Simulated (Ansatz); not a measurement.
**CH₄BFO: how energies converge with the basis set**

One table from this session's results is given with a row withheld; the runs are named, their logs left out.

Program: Ansatz 0.2.0, Gaussian basis. Level of theory: one geometry, several basis sets. These are calculated values, not measurements.

Plan: PBE0-D4/def2-SVP; ωB97M-V/def2-SVP; PBE0-D4/def2-QZVPP; ωB97M-V/def2-QZVPP; the functionals' def2-TZVPP values are taken from earlier runs.

1 further run of the same task is left out (it didn't finish).

**The geometry**

An earlier PBE0-D4 in a triple-zeta def2 set relaxation fixed the geometry.

8 atoms, charge 0, spin multiplicity 1.

Atoms are counted from 1 here; the program's logs count them from 0.

Bond lengths: O1–B2 1.352 Å, O1–H5 0.960 Å, B2–C3 1.572 Å, B2–H6 1.200 Å, C3–F4 1.389 Å, C3–H7 1.098 Å, C3–H8 1.098 Å. Angles: B2–O1–H5 113.6°, O1–B2–C3 116.8°, O1–B2–H6 121.2°, C3–B2–H6 122.0°, B2–C3–F4 112.6°, B2–C3–H7 110.8°, B2–C3–H8 110.7°, F4–C3–H7 108.1°, F4–C3–H8 108.1°, H7–C3–H8 106.3°.

Set-up of the first run:

File in.yaml:

```yaml
crystal:
  periodic: [false, false, false]
  atoms:
    - {symbol: O, position_ang: [-0.242210, 1.079490, -1.168597]}
    - {symbol: B, position_ang: [0.106698, 0.597613, 0.045448]}
    - {symbol: C, position_ang: [-0.021407, -0.954833, 0.254082]}
    - {symbol: F, position_ang: [0.362024, -1.355093, 1.527500]}
    - {symbol: H, position_ang: [-0.147107, 2.031211, -1.246331]}
    - {symbol: H, position_ang: [0.494300, 1.326984, 0.916608]}
    - {symbol: H, position_ang: [0.595505, -1.497464, -0.474339]}
    - {symbol: H, position_ang: [-1.055704, -1.284907, 0.089731]}
basis:
  gaussian: {orbitals: def2-SVP}
hamiltonian: {xc: pbe0, dispersion: d4}
output: {orbitals: {seedname: orbitals}}
```

Run with:

```console
$ ansatz run in.yaml --threads 2 --pin off --events-out ev --progress --plain --max-ram 4352MiB
```

Steps of the session up to this table: PBE0-D4 in def2-SVP; ωB97M-V in def2-SVP; PBE0-D4 in def2-QZVPP; ωB97M-V in def2-QZVPP.

One table of the session follows, with a row left open; its other results are not shown here.

It belongs to the step «Density functionals: the series». 

| functional | basis | HOMO (eV) | LUMO (eV) |
| --- | --- | --- | --- |
| PBE0-D4 | def2-SVP | -8.39 | -0.08 |
| PBE0-D4 | def2-TZVPP | -8.60 | -0.30 |
| PBE0-D4 | def2-QZVPP | -8.64 | -0.37 |
| ωB97M-V | def2-SVP | ? | ? |
| ωB97M-V | def2-TZVPP | -10.97 | 1.63 |
| ωB97M-V | def2-QZVPP | -11.01 | 1.30 |

Estimate the missing values for ωB97M-V, def2-SVP.

As computed: HOMO (eV): -10.75; LUMO (eV): 2.04. In the column «HOMO (eV)» it lies between ωB97M-V, def2-TZVPP (-10.97) and PBE0-D4, def2-QZVPP (-8.64).
